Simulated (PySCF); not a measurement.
# BrH7OSi3: the cost of one run

Computed with PySCF 2.14.0, with density-fitted response routines of our own, on a single molecule in the gas phase. Atoms count from 0, in the outputs and in this text.

## 1. The starting structure

12 atoms, charge 0, multiplicity 1; geometry from: PBE0-D3(BJ)/def2-SVP.

Bonds of the start (Å): O0–Si1 1.67, Si1–Si2 2.34, Si2–Si3 2.34, Si3–Br4 2.24, O0–H5 0.96, Si1–H6 1.50, Si1–H7 1.50, Si2–H8 1.50, Si2–H9 1.50, Si3–H10 1.49, Si3–H11 1.49.

## 2. Core-electron binding energies: SCAN, X2C

What the job is given:

```
{"job": {"kind": "xps"}, "charge": 0, "multiplicity": 1}
O     -1.119470    -1.688291     0.329183
Si    -1.694457    -0.190682    -0.147095
Si     0.062600     1.244748     0.429315
Si     2.005993     0.008114     0.013167
Br     1.884045    -0.705092    -2.108701
H     -1.610391    -2.463744     0.041135
H     -2.971069     0.161917     0.553658
H     -1.960658    -0.137142    -1.619400
H      0.067516     2.483709    -0.408531
H      0.010990     1.630320     1.875691
H      2.110011    -1.185267     0.899082
H      3.256417     0.815040     0.132234
```

Level: delta-SCF UKS SCAN, pcX-2 on the ionised atom, pcseg-1 elsewhere, spin-free X2C.

Launch:

```sh
$ OMP_NUM_THREADS=1 python probes_run.py task.json out
```

This one command runs all jobs of the session in turn.

**Question.** How long does this first job take on 1 thread of Intel Xeon 6975P-C, shared host, and how much memory does it need?

About 29 s, with a peak of 0.65 GiB.
